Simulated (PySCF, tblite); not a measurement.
# C₅H₁₀B radical: geometry, infrared bands and EPR parameters

Aim: predict the infrared bands and EPR parameters of C₅H₁₀B radical (`CB(C)[C]1CC1`).

The runs use tblite 0.8.0 and PySCF 2.14.0, with density-fitted response routines of our own; the level of theory stands in each step. All values are computed, except where a source is named. Atoms are numbered from 0 throughout.

**1. The starting structure**

16 atoms, charge 0, multiplicity 2; geometry from: force field or distance geometry start.

Bonds of the start (Å): C0–B1 1.58, B1–C2 1.60, B1–C3 1.58, C3–C4 1.50, C4–C5 1.50, C5–C3 1.52, C0–H6 1.12, C0–H7 1.10, C0–H8 1.10, C2–H9 1.13, C2–H10 1.09, C2–H11 1.11, C4–H12 1.11, C4–H13 1.10, C5–H14 1.10, C5–H15 1.12.

**2. Relaxing the molecule with GFN2-xTB**

Job settings and geometry (Å):

```
{"job": {"kind": "relax", "xc": "GFN2-xTB", "basis": "xTB"}, "charge": 0, "multiplicity": 2}
C     -1.654200     1.333700    -0.145300
B     -0.598300     0.165700    -0.007000
C     -1.205300    -1.308800    -0.050100
C      0.873400     0.519300    -0.446700
C      1.962300    -0.514800    -0.414500
C      1.907700     0.520500     0.665500
H     -2.326500     1.007300    -0.984000
H     -1.147400     2.289900    -0.337800
H     -2.274000     1.307500     0.762200
H     -2.147000    -1.248000     0.573500
H     -0.573800    -2.051500     0.439900
H     -1.525400    -1.591600    -1.073600
H      2.729400    -0.352100    -1.205200
H      1.772000    -1.551100    -0.102000
H      1.519000     0.150100     1.629000
H      2.680700     1.332800     0.684700
```

Launch:

```console
OMP_NUM_THREADS=1 python probes_run.py task.json out
```

This one command runs all jobs of the session in turn.

**Question.** This job is followed by: GFN2-xTB harmonic vibrations, gas phase; UKS B3LYP, pcH-1 on B C H, non-relativistic, mean-field spin-orbit, GIAO. Predict these results of the whole session: strongest single infrared mode (GFN2-xTB); zero-point energy (GFN2-xTB); g(iso) (B3LYP); ⟨S²⟩; largest a(iso) (averaged by class); surface potential, 1st and 99th percentile.

**Answer**, as computed:

```
                                 quantity                               value
strongest single infrared mode (GFN2-xTB)               1121 cm⁻¹, 106 km/mol
             zero-point energy (GFN2-xTB)                       84.0 kcal/mol
                           g(iso) (B3LYP)                             2.00265
                                     ⟨S²⟩                  0.753 (exact 0.75)
       largest a(iso) (averaged by class)  1H on H12, H13, H14, H15, 72.7 MHz
    surface potential, 1st and 99th percentile                  -0.38 V and 0.80 V
```

What this shows: Relaxing lowered the energy by 1.166 eV in 101 steps; the close pair that moved most is B1–C3, from 1.576 to 1.489 Å. No mode is imaginary among the 42: a minimum at this level. GFN2-xTB is a fitted tight-binding method: band positions and strengths are rough. Its intensities can rank the bands wrongly. Most of the unpaired spin sits on C3 (0.82 e). The isotropic g lies 0.3 ppt above the free-electron value.
